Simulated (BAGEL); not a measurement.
**GeH2Cl2 (GeCl2H2) at HF/6-31G(d) (density fitting with qzvpp-jkfit, spherical functions)**

Aim: the vertical ionisation energy of GeH2Cl2 (GeCl2H2) at HF/6-31G* (density fitting with qzvpp-jkfit, spherical functions), from 2 runs. 

The calculation is run with BAGEL 1.2.2.

7 further runs of the same task are left out: 4 that didn't finish, 3 set aside as unsound or not needed. Runs told in other sessions of the task aren't counted.

### 1 The structure to begin with

The species is GeH2Cl2 (5 atoms), meant as a singlet with charge 0. As SMILES, `[H][Ge]([H])([Cl])[Cl]`. Geometry: a GFN2-xTB relaxation, a rough one for these elements and not checked as a minimum.

Bond lengths: Ge1–Cl2 2.097 Å, Ge1–Cl3 2.098 Å, Ge1–H4 1.513 Å, Ge1–H5 1.513 Å. Angles: Cl2–Ge1–Cl3 108.2°, Cl2–Ge1–H4 109.3°, Cl2–Ge1–H5 109.4°, Cl3–Ge1–H4 109.5°, Cl3–Ge1–H5 109.4°, H4–Ge1–H5 111.0°.

### 2 The energy at HF/6-31G(d) (density fitting with qzvpp-jkfit, spherical functions)

The input, hf.json:

```json
{ "bagel" : [

{
  "title" : "molecule",
  "basis" : "6-31gs.json",
  "df_basis" : "qzvpp-jkfit",
  "angstrom" : "true",
  "geometry" : [
    { "atom" : "Ge", "xyz" : [   -0.121530,    0.000260,   -0.085600 ] },
    { "atom" : "Cl", "xyz" : [   -0.089600,   -0.019950,    2.010860 ] },
    { "atom" : "Cl", "xyz" : [    1.860500,    0.013760,   -0.772650 ] },
    { "atom" : "H", "xyz" : [   -0.829210,    1.249870,   -0.563110 ] },
    { "atom" : "H", "xyz" : [   -0.820160,   -1.243940,   -0.589510 ] }
  ]
},
{ "title" : "hf" },
{ "title" : "print", "file" : "orbitals.molden", "orbitals" : "true" }

]}
```

The basis set 6-31G* is read from a file made from the Basis Set Exchange's data (not shown).

Run with:

```console
$ BAGEL_NUM_THREADS=1 BAGEL hf.json > hf.out
```

Standard output:

```text
* using 1 threads per process

  ===============================================================
  ===============================================================

  *** Geometry ***

  { "atom" : "Ge", "xyz" : [     -0.229658,      0.000491,     -0.161761 ] },
  { "atom" : "Cl", "xyz" : [     -0.169319,     -0.037700,      3.799975 ] },
  { "atom" : "Cl", "xyz" : [      3.515835,      0.026003,     -1.460097 ] },
  { "atom" : "H", "xyz" : [     -1.566980,      2.361912,     -1.064124 ] },
  { "atom" : "H", "xyz" : [     -1.549878,     -2.350706,     -1.114012 ] },

  Number of auxiliary basis functions:      558

  Since a DF basis is specified, we compute 2- and 3-index integrals:
    o Being stored without compression. Storage requirement is 0.023 GB

  Number of basis functions:       72
  Number of electrons      :       68

    * METHOD: MOLECULE                             0.43

  *** RHF ***

  === Nuclear Repulsion ===
   354.2384144960

      * DIIS with orbital gradients will be used.

  === RHF iteration (6-31gs.json) ===
      0      -2995.22389745          0.00780760           0.09
      1      -2995.27048676          0.00403143           0.08
      2      -2995.27886619          0.00087892           0.08
      3      -2995.27937789          0.00030279           0.08
      4      -2995.27943649          0.00005074           0.08
      5      -2995.27943997          0.00001354           0.08
      6      -2995.27944024          0.00000308           0.08
      7      -2995.27944026          0.00000063           0.08
      8      -2995.27944026          0.00000018           0.08
      9      -2995.27944026          0.00000005           0.08
     10      -2995.27944026          0.00000002           0.08
     11      -2995.27944026          0.00000000           0.08
    * SCF iteration converged.

    * Permanent dipole moment:
           (    0.703869,    -0.002009,     0.492709) a.u.

    * METHOD: HF                                   1.24

    * METHOD: PRINT                                0.01

  ===============================================================
```

Wall time 1.9 s (1 thread of Intel Xeon at 2.60GHz (Ice Lake), shared host); peak memory 0.13 GiB.

### 3 The doublet cation at the same level

The input, input.json:

```json
{ "bagel": [

{
  "title": "molecule",
  "basis": "6-31gs.json",
  "df_basis": "qzvpp-jkfit",
  "angstrom": true,
  "geometry": [
    { "atom": "Ge", "xyz": [      -0.121530,       0.000260,      -0.085600 ] },
    { "atom": "Cl", "xyz": [      -0.089600,      -0.019950,       2.010860 ] },
    { "atom": "Cl", "xyz": [       1.860500,       0.013760,      -0.772650 ] },
    { "atom": "H", "xyz": [      -0.829210,       1.249870,      -0.563110 ] },
    { "atom": "H", "xyz": [      -0.820160,      -1.243940,      -0.589510 ] }
  ]
},

{ "title": "uhf", "charge": 1, "nopen": 1 },

{ "title": "print", "file": "orbitals.molden", "orbitals": true }

]}
```

The basis set 6-31G* is read from a file made from the Basis Set Exchange's data (not shown).

Run with:

```console
$ BAGEL_NUM_THREADS=1 BAGEL input.json > input.out
```

Standard output:

```text
* using 1 threads per process

  ===============================================================
  ===============================================================

  *** Geometry ***

  { "atom" : "Ge", "xyz" : [     -0.229658,      0.000491,     -0.161761 ] },
  { "atom" : "Cl", "xyz" : [     -0.169319,     -0.037700,      3.799975 ] },
  { "atom" : "Cl", "xyz" : [      3.515835,      0.026003,     -1.460097 ] },
  { "atom" : "H", "xyz" : [     -1.566980,      2.361912,     -1.064124 ] },
  { "atom" : "H", "xyz" : [     -1.549878,     -2.350706,     -1.114012 ] },

  Number of auxiliary basis functions:      558

  Since a DF basis is specified, we compute 2- and 3-index integrals:
    o Being stored without compression. Storage requirement is 0.023 GB

  Number of basis functions:       72
  Number of electrons      :       68

    * METHOD: MOLECULE                             0.33

  *** Open-shell HF ***

  === Nuclear Repulsion ===
   354.2384144960

      * DIIS with orbital gradients will be used.

  === UHF iteration (6-31gs.json) ===
      0      -2994.73925684          0.02108315           0.17
      1      -2994.82143000          0.01350015           0.16
      2      -2994.84077856          0.00864478           0.16
      3      -2994.84961463          0.00100164           0.17
      4      -2994.85030102          0.00059221           0.17
      5      -2994.85075782          0.00038510           0.17
      6      -2994.85116403          0.00021876           0.16
      7      -2994.85133487          0.00010834           0.17
      8      -2994.85141371          0.00007304           0.17
      9      -2994.85143877          0.00007566           0.18
     10      -2994.85143312          0.00007133           0.17
     11      -2994.85142201          0.00004022           0.16
     12      -2994.85143113          0.00002085           0.17
     13      -2994.85143632          0.00000712           0.17
     14      -2994.85143660          0.00000279           0.17
     15      -2994.85143662          0.00000189           0.16
     16      -2994.85143662          0.00000174           0.16
     17      -2994.85143663          0.00000177           0.17
     18      -2994.85143663          0.00000175           0.16
     19      -2994.85143662          0.00000166           0.16
     20      -2994.85143662          0.00000167           0.16
     21      -2994.85143662          0.00000166           0.16
     22      -2994.85143662          0.00000161           0.16
     23      -2994.85143662          0.00000157           0.16
     24      -2994.85143662          0.00000167           0.16
     25      -2994.85143662          0.00000137           0.16
     26      -2994.85143661          0.00000119           0.16
     27      -2994.85143661          0.00000103           0.16
     28      -2994.85143662          0.00000096           0.16
     29      -2994.85143662          0.00000077           0.16
     30      -2994.85143663          0.00000061           0.16
     31      -2994.85143664          0.00000038           0.16
     32      -2994.85143664          0.00000021           0.16
     33      -2994.85143664          0.00000008           0.16
     34      -2994.85143664          0.00000003           0.16
     35      -2994.85143664          0.00000002           0.16
     36      -2994.85143664          0.00000003           0.16
     37      -2994.85143664          0.00000002           0.17
     38      -2994.85143664          0.00000002           0.16
     39      -2994.85143664          0.00000002           0.16
     40      -2994.85143664          0.00000002           0.16
     41      -2994.85143664          0.00000002           0.16
     42      -2994.85143664          0.00000002           0.16
     43      -2994.85143664          0.00000003           0.16
     44      -2994.85143664          0.00000003           0.16
     45      -2994.85143664          0.00000002           0.16
     46      -2994.85143664          0.00000002           0.16
     47      -2994.85143664          0.00000001           0.16
     48      -2994.85143664          0.00000001           0.16
     49      -2994.85143664          0.00000001           0.16
     50      -2994.85143664          0.00000001           0.16
    * SCF iteration converged.

    * S^2 (UHF) is 0.7844

    * Permanent dipole moment:
           (    0.786063,    -0.003562,     0.551032) a.u.

    * METHOD: UHF                                  8.58

    * METHOD: PRINT                                0.01

  ===============================================================
```

Wall time 9.3 s (1 thread of Intel Xeon at 2.60GHz (Ice Lake), shared host); peak memory 0.13 GiB.

### 4 What came out

At HF/6-31G* (density fitting with qzvpp-jkfit, spherical functions):

| quantity | value |
| --- | --- |
| singlet GeH2Cl2: total energy | -2995.27944 Eh |
| singlet GeH2Cl2: dipole moment | 2.18 D |
| singlet GeH2Cl2: HOMO energy | -12.24 eV |
| singlet GeH2Cl2: LUMO energy | 2.97 eV |
| singlet GeH2Cl2: HOMO–LUMO gap | 15.21 eV |
| doublet cation: total energy | -2994.85144 Eh |
| doublet cation: ⟨S²⟩ | 0.784 |
| vertical ionisation energy (to the doublet cation) | 11.647 eV |

What this shows: Removing an electron at fixed nuclei costs 11.65 eV (269 kcal/mol). The negative HOMO energy of the first species, 12.24 eV, lies 0.59 eV above that difference.
